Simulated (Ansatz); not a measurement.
# SiI₄: how energies converge with the basis set

Aim: see how fast density functionals converge with the basis set for SiI₄.

Method: one geometry, several basis sets; program: Ansatz 0.2.0, Gaussian basis.

The runs, in order: PBE0-D4/def2-SVP; ωB97M-V/def2-SVP; PBE0-D4/def2-QZVPP; ωB97M-V/def2-QZVPP; the functionals' def2-TZVPP values are taken from earlier runs.

1 further run of the same task is left out (it didn't finish).

### 1 Structure used throughout

An earlier PBE0-D4 in a triple-zeta def2 set relaxation fixed the geometry. I takes the def2 core potential; no spin-orbit term is included.

SMILES `I[Si](I)(I)I`, 5 atoms, charge 0, spin multiplicity 1.

Atoms are counted from 1 here; the program's logs count them from 0.

Bond lengths: I1–Si2 2.429 Å, Si2–I3 2.429 Å, Si2–I4 2.429 Å, Si2–I5 2.429 Å. Angles: I1–Si2–I3 109.5°, I1–Si2–I4 109.5°, I1–Si2–I5 109.5°, I3–Si2–I4 109.5°, I3–Si2–I5 109.5°, I4–Si2–I5 109.5°.

### 2 PBE0-D4 in def2-SVP

Contents of in.yaml:

```yaml
crystal:
  periodic: [false, false, false]
  atoms:
    - {symbol: I, position_ang: [-1.160163, -0.000925, 2.119707]}
    - {symbol: Si, position_ang: [0.009992, -0.014737, -0.008262]}
    - {symbol: I, position_ang: [2.067507, -1.286651, 0.207562]}
    - {symbol: I, position_ang: [-1.399956, -1.037109, -1.700748]}
    - {symbol: I, position_ang: [0.532521, 2.265721, -0.659558]}
basis:
  gaussian: {orbitals: def2-SVP}
hamiltonian: {xc: pbe0, dispersion: d4}
output: {orbitals: {seedname: orbitals}}
```

On the command line:

```sh
ansatz run in.yaml --threads 2 --pin off --events-out ev --progress --plain --max-ram 32768MiB --backend cpu
```

The runs that follow: ωB97M-V in def2-SVP; PBE0-D4 in def2-QZVPP; ωB97M-V in def2-QZVPP.

Q: Predict the results of all the runs planned. Wanted: PBE0-D4: double and triple zeta above quadruple; ωB97M-V: double and triple zeta above quadruple.

As calculated:

```
                                       quantity          value
PBE0-D4: double and triple zeta above quadruple  4.31, 0.37 eV
ωB97M-V: double and triple zeta above quadruple  4.37, 0.36 eV
```

PBE0-D4 gains 3.94 eV from double to triple zeta, then 0.37 eV more. These are total energies; as a rule much of such shifts cancels in differences, which this series doesn't test.
